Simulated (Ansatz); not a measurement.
# CH5NOSi2: how energies converge with the basis set

How large a basis does CH5NOSi2 need? Two functionals are run in growing sets.

The runs use Ansatz 0.2.0, Gaussian basis; one geometry, several basis sets.

Levels to be run: PBE0-D4/def2-SVP; ωB97M-V/def2-SVP; PBE0-D4/def2-QZVPP; ωB97M-V/def2-QZVPP; the functionals' def2-TZVPP values are taken from earlier runs.

## (1) The geometry

The geometry comes from an earlier relaxation with PBE0-D4 in a triple-zeta def2 set; it is a stationary point, not always the lowest conformer.

SMILES `C1=N[SiH2]O[SiH2]1`, 10 atoms, charge 0, spin multiplicity 1.

Atoms are counted from 1 here; the program's logs count them from 0.

Bond lengths: C1–N2 1.275 Å, C1–Si5 1.912 Å, C1–H6 1.098 Å, N2–Si3 1.760 Å, Si3–O4 1.659 Å, Si3–H7 1.481 Å, Si3–H8 1.481 Å, O4–Si5 1.652 Å, Si5–H9 1.485 Å, Si5–H10 1.485 Å. Angles: N2–C1–Si5 114.8°, N2–C1–H6 118.8°, Si5–C1–H6 126.4°, C1–N2–Si3 112.8°, N2–Si3–O4 102.9°, N2–Si3–H7 110.3°, N2–Si3–H8 110.3°, O4–Si3–H7 111.1°, O4–Si3–H8 111.1°, H7–Si3–H8 110.8°, Si3–O4–Si5 113.0°, C1–Si5–O4 96.4°, C1–Si5–H9 113.6°, C1–Si5–H10 113.6°, O4–Si5–H9 111.6°, O4–Si5–H10 111.6°, H9–Si5–H10 109.5°.

Geometry (Å):

```xyz
10
CH5NOSi2
C    -0.12919    0.49019    1.25841
N    -0.16127   -0.78451    1.26683
Si    0.01264   -1.48247   -0.34001
O     0.16037   -0.14635   -1.31150
Si    0.09556    1.27412   -0.47136
H    -0.22908    1.02888    2.20978
H     1.22783   -2.32598   -0.40543
H    -1.19224   -2.26747   -0.69288
H    -1.05424    2.11090   -0.89842
H     1.35272    2.05148   -0.61231
```

## (2) PBE0-D4 in def2-SVP

Contents of in.yaml:

```yaml
crystal:
  periodic: [false, false, false]
  atoms:
    - {symbol: C, position_ang: [-0.129192, 0.490189, 1.258409]}
    - {symbol: N, position_ang: [-0.161273, -0.784512, 1.266826]}
    - {symbol: Si, position_ang: [0.012638, -1.482470, -0.340010]}
    - {symbol: O, position_ang: [0.160368, -0.146346, -1.311505]}
    - {symbol: Si, position_ang: [0.095556, 1.274125, -0.471363]}
    - {symbol: H, position_ang: [-0.229075, 1.028878, 2.209780]}
    - {symbol: H, position_ang: [1.227832, -2.325983, -0.405426]}
    - {symbol: H, position_ang: [-1.192243, -2.267467, -0.692879]}
    - {symbol: H, position_ang: [-1.054237, 2.110904, -0.898424]}
    - {symbol: H, position_ang: [1.352724, 2.051482, -0.612309]}
basis:
  gaussian: {orbitals: def2-SVP}
hamiltonian: {xc: pbe0, dispersion: d4}
output: {orbitals: {seedname: orbitals}}
```

The runs that follow: ωB97M-V in def2-SVP; PBE0-D4 in def2-QZVPP; ωB97M-V in def2-QZVPP.

**Question.** What will the summary of the whole plan be? Wanted: PBE0-D4: double and triple zeta above quadruple; ωB97M-V: double and triple zeta above quadruple.

The runs gave:

| quantity | value |
| --- | --- |
| PBE0-D4: double and triple zeta above quadruple | 12.15, 0.82 eV |
| ωB97M-V: double and triple zeta above quadruple | 12.26, 0.75 eV |

For PBE0-D4 the step from double to triple zeta gains 11.33 eV and the next only 0.82 eV. Total energies overstate the basis error of differences, where much of it tends to cancel.
